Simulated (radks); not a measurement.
**Taking charge from the 4d level of Ag in fractions**

One table from this session's results is given with a row withheld; the runs are named, their logs left out.

The numbers are computed with radks (a radial shooting solver on a logarithmic mesh, Libxc functionals) version 1 (scalar-relativistic Kohn-Sham, SCAN, spin-unpolarised, spherical densities, finite nucleus), except any that are marked as measured or tabulated.

**The system**

| Quantity | Value |
| --- | --- |
| element | silver (Z = 47) |
| charge | 0 |
| electrons | 47 |
| configuration | [Kr] 4d10 5s1 |
| nuclear rms radius | 4.5454 fm |

Outer shells as boxes (Hund's rule):

Ag
```
[Kr] core
4d [↑↓][↑↓][↑↓][↑↓][↑↓]
5s [↑ ]
```

The first run:

Settings of this run:

```text
Z 47
configuration [Kr] 4d10 5s1
relativity scalar-relativistic
functional scan,scan
spin unpolarised
nucleus finite rms 4.5454 fm
c 137.035999084
```

Steps of the session up to this table: Start: [Kr] 4d10 5s1.

One of the session's tables, all rows but one given; the rest of the session is left out.

It belongs to the step «Start: [Kr] 4d10 5s1». Radial moments (bohr):

```
level     <r>  outermost maximum (interpolated)  90 % within  nodes
   2p  0.1177                            0.0912        0.192      0
   3s  0.3676                             0.332        0.541      2
   3p  0.3670                             0.326        0.552      1
   3d  0.3458                             0.274        0.547      0
   4s  0.9148                             0.825         1.33      3
   4p       ?                                 ?            ?      ?
   4d   1.413                              1.03         2.30      1
   5s   3.133                              2.49         4.80      4
```

Q: Estimate the row for 4p from the others.

The run gave: <r>: 1.003; outermost maximum (interpolated): 0.879; 90 % within: 1.48; nodes: 2. In the column «<r>» it lies between 4s (0.9148) and 4d (1.413).
